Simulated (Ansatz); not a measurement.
**Molecular dynamics of C**

The input (input.yaml):

```yaml
crystal:
  lattice:
    - [0.0, 3.68524, 3.68524]
    - [3.68524, 0.0, 3.68524]
    - [3.68524, 3.68524, 0.0]
  atoms:
    - { symbol: C, position: [0.0, 0.0, 0.0] }
    - { symbol: C, position: [0.125, 0.125, 0.125] }
    - { symbol: C, position: [0.0, 0.0, 0.5] }
    - { symbol: C, position: [0.125, 0.125, 0.625] }
    - { symbol: C, position: [0.0, 0.5, 0.0] }
    - { symbol: C, position: [0.125, 0.625, 0.125] }
    - { symbol: C, position: [0.0, 0.5, 0.5] }
    - { symbol: C, position: [0.125, 0.625, 0.625] }
    - { symbol: C, position: [0.5, 0.0, 0.0] }
    - { symbol: C, position: [0.625, 0.125, 0.125] }
    - { symbol: C, position: [0.5, 0.0, 0.5] }
    - { symbol: C, position: [0.625, 0.125, 0.625] }
    - { symbol: C, position: [0.5, 0.5, 0.0] }
    - { symbol: C, position: [0.625, 0.625, 0.125] }
    - { symbol: C, position: [0.5, 0.5, 0.5] }
    - { symbol: C, position: [0.625, 0.625, 0.625] }
basis:
  ecutwfc: 420.0
kpoints:
  mp_grid: { grid: [3, 3, 3] }
hamiltonian:
  xc: pbe
scf:
  occupations: { method: fermi_dirac, width: 0.24 }
  lower_state_search: "off"
md:
  timestep: 0.75
  n_steps: 100
  ensemble: nvt_langevin
  temperature: 2800.0
  initial_velocities: maxwell_boltzmann
  seed: 668945
  friction: 0.02
```

Launched with:

```bash
$ ansatz run input.yaml --threads 1 --pin off --max-ram 3072MiB --backend cpu --events-out ev --progress --plain --runs-dir out
```

It starts from a structure without forces on its atoms.

Output, in part (step lines):

```
md step     0: t =     0.00 fs  T =  2625.0 K  F+E_penalty+E_count = -4011.82555255 eV  E_kin = 5.428920 eV  (7 SCF iters)
md step     1: t =     0.75 fs  T =  2489.7 K  F+E_penalty+E_count = -4011.74582693 eV  E_kin = 5.149012 eV  (7 SCF iters)
md step     2: t =     1.50 fs  T =  2310.9 K  F+E_penalty+E_count = -4011.51888484 eV  E_kin = 4.779212 eV  (7 SCF iters)
md step     3: t =     2.25 fs  T =  2233.2 K  F+E_penalty+E_count = -4011.15432734 eV  E_kin = 4.618524 eV  (7 SCF iters)
md step     4: t =     3.00 fs  T =  2160.6 K  F+E_penalty+E_count = -4010.66836971 eV  E_kin = 4.468563 eV  (7 SCF iters)
md step     5: t =     3.75 fs  T =  1649.4 K  F+E_penalty+E_count = -4010.12048758 eV  E_kin = 3.411303 eV  (6 SCF iters)
md step     6: t =     4.50 fs  T =  1383.7 K  F+E_penalty+E_count = -4009.55956108 eV  E_kin = 2.861803 eV  (5 SCF iters)
md step     7: t =     5.25 fs  T =  1298.4 K  F+E_penalty+E_count = -4008.99004195 eV  E_kin = 2.685371 eV  (6 SCF iters)
[... lines left out ...]
md step    99: t =    74.25 fs  T =  1833.1 K  F+E_penalty+E_count = -4007.14340369 eV  E_kin = 3.791099 eV  (6 SCF iters)
md step   100: t =    75.00 fs  T =  1917.4 K  F+E_penalty+E_count = -4007.37528111 eV  E_kin = 3.965415 eV  (7 SCF iters)
```

The steps, from the saved trajectory:

```json
{"time (fs)": "0.0", "T (K)": "2625", "potential energy less start (eV)": "0.000"}
{"time (fs)": "2.2", "T (K)": "2233", "potential energy less start (eV)": "0.671"}
{"time (fs)": "4.5", "T (K)": "1384", "potential energy less start (eV)": "2.266"}
{"time (fs)": "6.8", "T (K)": "1145", "potential energy less start (eV)": "3.914"}
{"time (fs)": "9.0", "T (K)": "1123", "potential energy less start (eV)": "4.800"}
{"time (fs)": "11.2", "T (K)": "1281", "potential energy less start (eV)": "4.800"}
{"time (fs)": "13.5", "T (K)": "1490", "potential energy less start (eV)": "4.423"}
{"time (fs)": "15.8", "T (K)": "1538", "potential energy less start (eV)": "4.181"}
{"time (fs)": "18.0", "T (K)": "1707", "potential energy less start (eV)": "4.024"}
{"time (fs)": "20.2", "T (K)": "2035", "potential energy less start (eV)": "3.839"}
{"time (fs)": "22.5", "T (K)": "2178", "potential energy less start (eV)": "3.565"}
{"time (fs)": "24.8", "T (K)": "2368", "potential energy less start (eV)": "3.552"}
{"time (fs)": "27.0", "T (K)": "2264", "potential energy less start (eV)": "4.003"}
{"time (fs)": "29.2", "T (K)": "2081", "potential energy less start (eV)": "4.442"}
{"time (fs)": "31.5", "T (K)": "1977", "potential energy less start (eV)": "4.699"}
{"time (fs)": "33.8", "T (K)": "2260", "potential energy less start (eV)": "4.780"}
{"time (fs)": "36.0", "T (K)": "2436", "potential energy less start (eV)": "4.616"}
{"time (fs)": "38.2", "T (K)": "2390", "potential energy less start (eV)": "4.257"}
{"time (fs)": "40.5", "T (K)": "2567", "potential energy less start (eV)": "4.111"}
{"time (fs)": "42.8", "T (K)": "2409", "potential energy less start (eV)": "4.237"}
{"time (fs)": "45.0", "T (K)": "2408", "potential energy less start (eV)": "4.645"}
{"time (fs)": "47.2", "T (K)": "2058", "potential energy less start (eV)": "5.433"}
{"time (fs)": "49.5", "T (K)": "1841", "potential energy less start (eV)": "5.706"}
{"time (fs)": "51.8", "T (K)": "2130", "potential energy less start (eV)": "5.365"}
{"time (fs)": "54.0", "T (K)": "1894", "potential energy less start (eV)": "5.251"}
{"time (fs)": "56.2", "T (K)": "2033", "potential energy less start (eV)": "4.912"}
{"time (fs)": "58.5", "T (K)": "2086", "potential energy less start (eV)": "4.092"}
{"time (fs)": "60.8", "T (K)": "2227", "potential energy less start (eV)": "3.418"}
{"time (fs)": "63.0", "T (K)": "2159", "potential energy less start (eV)": "3.224"}
{"time (fs)": "65.2", "T (K)": "2163", "potential energy less start (eV)": "3.353"}
{"time (fs)": "67.5", "T (K)": "2377", "potential energy less start (eV)": "3.744"}
{"time (fs)": "69.8", "T (K)": "2068", "potential energy less start (eV)": "4.387"}
{"time (fs)": "72.0", "T (K)": "1937", "potential energy less start (eV)": "4.854"}
{"time (fs)": "74.2", "T (K)": "1833", "potential energy less start (eV)": "4.682"}
```

All steps were run. The mean temperature of the second half is 23 % below the set value. A run of 0.075 ps of so small a system gives no equilibrium averages.

Mean squared displacements from the first frame to the last, about the centre of mass: C 0.02 Å².

Last frame:

```xyz
16
Lattice="0.0000 3.6852 3.6852 3.6852 0.0000 3.6852 3.6852 3.6852 0.0000" Properties=species:S:1:pos:R:3
C 0.117 -0.147 -0.164
C 0.839 0.758 0.863
C 1.665 1.710 -0.145
C 2.802 2.636 0.952
C 1.596 -0.112 1.785
C 2.724 0.809 2.689
C 3.632 1.641 1.733
C 4.437 2.818 2.603
C -0.167 1.770 1.715
C 0.801 2.633 2.648
C 1.825 3.424 1.790
C 2.621 4.538 2.629
C 1.752 1.695 3.584
C 2.541 2.590 4.463
C 3.495 3.749 3.612
C 4.509 4.595 4.513
```

Time of the run: 8 min on 1 thread of Arm Neoverse V2, on a shared host, peak memory 0.4 GiB.
